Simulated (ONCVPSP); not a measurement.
**Pseudopotential generation for As: ONCV, PBE**

Task: generate the file, and judge it by its errors in other configurations, its logarithmic derivatives, its ghosts and its cutoff.

Method: ONCVPSP 4.0.1, PBE, scalar-relativistic.

**1. Settings**

The settings as typed:

| Property | Result |
| --- | --- |
| element | arsenic (As, Z = 33) |
| type | optimised norm-conserving Vanderbilt (ONCV) |
| frozen core | [Ar] 3d10 |
| valence charge | 5 |
| reference configuration | 4s2 4p3 |
| partial waves | 4s: rc 1.80 bohr, ncon 3, nbas 8, qcut 3 1/bohr, 2 projectors, debl 1.5 Ha; 4p: rc 1.40 bohr, ncon 3, nbas 7, qcut 5.6 1/bohr, 1 projector; d scattering state at 0.15 Ha: rc 1.45 bohr, ncon 3, nbas 8, qcut 6.2 1/bohr, 2 projectors, debl 2.4 Ha |
| local potential | polynomial inside 0.95 bohr (lpopt 5, dvloc0 0 Ha) |
| core correction | Teter function, parameters optimised by the program |

The nodes and maxima of the atom's own shells, from an earlier all-electron run, set the scale for the radii.

All-electron outer shells of the reference configuration (PBE, scalar-relativistic, ld1.x):

```tsv
shell	level (eV)	outermost node (bohr)	outermost maximum (bohr)
3p	-133.68	0.22	0.52
3d	-40.65	–	0.47
4s	-14.49	0.73	1.61
4p	-5.19	0.78	2.00
```

**2. Generating the potential**

Input file As.dat:

```
# ATOM AND REFERENCE CONFIGURATION
# atsym  z   nc   nv     iexc    psfile
  As 33.00    6    2        4      upf
#
#   n    l    f
    1    0    2.00
    2    0    2.00
    2    1    6.00
    3    0    2.00
    3    1    6.00
    3    2   10.00
    4    0    2.00
    4    1    3.00
#
# PSEUDOPOTENTIAL AND OPTIMIZATION
# lmax
    2
#
#   l,   rc,      ep,       ncon, nbas, qcut
    0    1.80    0.00    3    8    3.00
    1    1.40    0.00    3    7    5.60
    2    1.45    0.15    3    8    6.20
#
# LOCAL POTENTIAL
# lloc, lpopt,  rc(5),   dvloc0
    4    5    0.95    0.00
#
# VANDERBILT-KLEINMAN-BYLANDER PROJECTORs
# l, nproj, debl
    0    2    1.50
    1    1    2.00
    2    2    2.40
#
# MODEL CORE CHARGE
# icmod, fcfact, rcfact
    4    0.65    0.00
#
# LOG DERIVATIVE ANALYSIS
# epsh1, epsh2, depsh
   -2.00    5.00    0.02
#
# OUTPUT GRID
# rlmax, drl
    6.00    0.01
#
# TEST CONFIGURATIONS
# ncnf
    4
# nvcnf
#   n    l    f
    2
    4    0    2.00
    4    1    2.00
#
    2
    4    0    2.00
    4    1    1.00
#
    2
    4    0    2.00
    4    1    0.00
#
    2
    4    0    0.00
    4    1    5.00
#
```

Launch:

```sh
$ oncvpsp.x < As.dat > As.out
```

Before running it: what results should come out? Wanted: cutoffs for 1 and 0.1 mHa per electron, occupied waves; bound ghosts; GHOST(+) flags; largest test error; largest phase difference near zero energy, channels read; rms error of d²Exc/dn², without and with the model core.

As calculated:

| quantity | value |
| --- | --- |
| cutoffs for 1 and 0.1 mHa per electron, occupied waves | 45 Ha and 79 Ha |
| bound ghosts | d at -20.37 eV |
| GHOST(+) flags | s at -10 eV, p at 42 eV |
| largest test error (AE − PS) | -90 meV, for 4s0 4p5 (1 test unsolved) |
| largest phase difference near zero energy, channels read | 3.141 rad |
| rms error of d²Exc/dn², without and with the model core | 4.65 and 0.05 mHa |

What this shows: It has a bound ghost (d), a state that the atom doesn't have, and that rules the file out. By total energies transferability is fair where solved: the largest error is 90 meV on 19.1 eV, for 4s0 4p5. Of the tests 1 gave no usable energy difference, which is a warning in itself. It counts as hard, with 45 Ha needed at the looser tolerance. At the looser tolerance the 4s wave is the slowest; 4p needs 8 Ha. Of the channels read, s scatters worst near zero energy, by up to 3.14 rad. A step near π is an extra or missing state, not a misfit of shape. The pseudo curves have a pole with no partner nearby in the atom's: s at -0.38 Ha. The program also flags highly localised states, GHOST(+) (s, p). All of this concerns the isolated atom, not yet a solid.
